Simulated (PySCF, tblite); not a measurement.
# C₅H₁₁FO₂Si₂: geometry, infrared bands and NMR shifts

What infrared bands and NMR shifts should C₅H₁₁FO₂Si₂ (`O=CO[Si@@H]1C[C@@H](F)C[C@@H]1[SiH3]`) show?

The runs use tblite 0.8.0 and PySCF 2.14.0, with density-fitted response routines of our own; the level of theory stands in each step. All values are computed, except where a source is named. Atoms count from 0, in the outputs and in this text.

### 1 Starting geometry

21 atoms, charge 0, multiplicity 1; geometry from: force field or distance geometry start.

Bonds of the start (Å): O0–C1 1.29, C1–O2 1.37, O2–Si3 1.70, Si3–C4 1.88, C4–C5 1.49, C5–F6 1.40, C5–C7 1.46, C7–C8 1.49, C8–Si9 1.88, C8–Si3 1.88, C1–H10 1.08, Si3–H11 1.46, C4–H12 1.12, C4–H13 1.11, C5–H14 1.11, C7–H15 1.11, C7–H16 1.12, C8–H17 1.10, Si9–H18 1.49, Si9–H19 1.46, Si9–H20 1.47.

### 2 Geometry optimisation with GFN2-xTB

The job: settings as JSON, then the geometry in Å.

```
{"job": {"kind": "relax", "xc": "GFN2-xTB", "basis": "xTB"}, "charge": 0, "multiplicity": 1}
O      2.416200     0.929800     2.700200
C      1.466000     1.795600     2.549600
O      0.718300     1.682600     1.409500
Si     0.945300     0.515800     0.191300
C      0.102900     0.961900    -1.425200
C      0.057200    -0.396700    -2.027400
F      1.342000    -0.640800    -2.531400
C     -0.250700    -1.440100    -1.047200
C     -0.135600    -1.014700     0.377300
Si    -1.875800    -0.544000     0.910600
H      1.309100     2.542000     3.318700
H      2.334800     0.150100    -0.066000
H     -0.909200     1.339500    -1.119600
H      0.702800     1.700700    -2.000900
H     -0.608300    -0.369800    -2.919900
H      0.452500    -2.291000    -1.183300
H     -1.268600    -1.878500    -1.170500
H      0.306600    -1.779100     1.038500
H     -2.653300    -0.063000    -0.260000
H     -1.857000     0.549900     1.876500
H     -2.604100    -1.733100     1.378600
```

Launch:

```
> OMP_NUM_THREADS=1 python probes_run.py task.json out
```

One launch serves the whole session: the jobs run in the order shown.

**Question.** This job is followed by: GFN2-xTB harmonic vibrations, gas phase; GIAO PBE0/pcSseg-1 NMR shielding, non-relativistic, gas phase. What will the session give for the following? strongest single infrared mode (GFN2-xTB); zero-point energy (GFN2-xTB); ¹³C shifts against TMS (PBE0/pcSseg-1); ¹H shifts against TMS (PBE0/pcSseg-1, means over atoms taken as alike); ¹⁷O shifts against H2O (PBE0/pcSseg-1); ²⁹Si shifts against TMS (PBE0/pcSseg-1); ¹⁹F shifts against CFCl3 (PBE0/pcSseg-1).

As calculated:

| quantity | value |
| --- | --- |
| strongest single infrared mode (GFN2-xTB) | 2333 cm⁻¹, 445 km/mol |
| zero-point energy (GFN2-xTB) | 93.0 kcal/mol |
| ¹³C shifts against TMS (PBE0/pcSseg-1) | 167.3, 97.8, 41.2, 22.7, 3.8 ppm |
| ¹H shifts against TMS (PBE0/pcSseg-1, means over atoms taken as alike) | 8.15, 5.71, 5.49, 3.95, 2.53, 1.51, 1.29, 0.89, 0.79 ppm |
| ¹⁷O shifts against H2O (PBE0/pcSseg-1) | 464.1, 217.6 ppm |
| ²⁹Si shifts against TMS (PBE0/pcSseg-1) | 24.0, -68.6 ppm |
| ¹⁹F shifts against CFCl3 (PBE0/pcSseg-1) | -196.6 ppm |

What this shows: Over 190 steps the energy fell by 1.263 eV; of the close pairs, O0–C1 changed most, 1.294 to 1.195 Å. No mode is imaginary among the 57: a minimum at this level. The strongest single mode, at 2333 cm⁻¹, moves mainly H11 and H19. Unscaled tight-binding wavenumbers are off by several per cent, some by more. Its intensities can rank the bands wrongly. At PBE0/pcSseg-1: The largest span, 643 ppm, is at O0, where the paramagnetic term is -532 ppm.
